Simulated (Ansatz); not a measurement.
The system is BiPt.

```
CELL_PARAMETERS angstrom
4.31500 0.00000 0.00000
-2.15750 3.73690 0.00000
0.00000 0.00000 5.49000
ATOMIC_POSITIONS crystal
Bi 0.66667 0.33333 0.75000
Bi 0.33333 0.66667 0.25000
Pt 0.00000 0.00000 0.50000
Pt 0.00000 0.00000 0.00000
```

| Quantity | Value |
| --- | --- |
| Program | Ansatz 0.2.0 |
| Task | relaxation of cell and atoms |
| Functional | PBE |
| Potentials or basis | Ansatz PAW |
| Cutoff | 420 eV (not typed: the program's choice for these potentials) |
| k mesh | 7 × 7 × 5 |
| Occupations | fermi-dirac, width 0.05 eV |
| Spin | no spin polarisation |

At the start: volume 22.13 Å³/atom.

Task: How do energy, volume and symmetry change on relaxing?

Result: It ends after 5 steps and the volume is 23.63 Å³/atom (+6.8 %); space group P6_3/mmc (No. 194, to 0.05 Å).

Step by step:
| step | energy change (eV) | largest force (eV/Å) | volume (Å³) |
| --- | --- | --- | --- |
| 1 | 0.0000 | 0.0000 | 88.52 |
| 2 | -0.1425 | 0.0000 | 94.69 |
| 3 | -0.1428 | 0.0000 | 94.55 |
| 4 | -0.1428 | 0.0000 | 94.53 |
| 5 | -0.1446 | 0.0000 | 94.53 |

Final structure:
```yaml
crystal:
  lattice:
    - [4.41918, 0.00000, 0.00000]
    - [-2.20959, 3.82712, 0.00000]
    - [0.00000, 0.00000, 5.58958]
  atoms:
    - { symbol: Bi, position: [0.66667, 0.33333, 0.75000] }
    - { symbol: Bi, position: [0.33333, 0.66667, 0.25000] }
    - { symbol: Pt, position: [0.00000, 0.00000, 0.50000] }
    - { symbol: Pt, position: [0.00000, 0.00000, 0.00000] }
```

Caveat: the plane-wave basis is chosen anew once the cell has moved, so the energies of steps on either side of that aren't comparable.
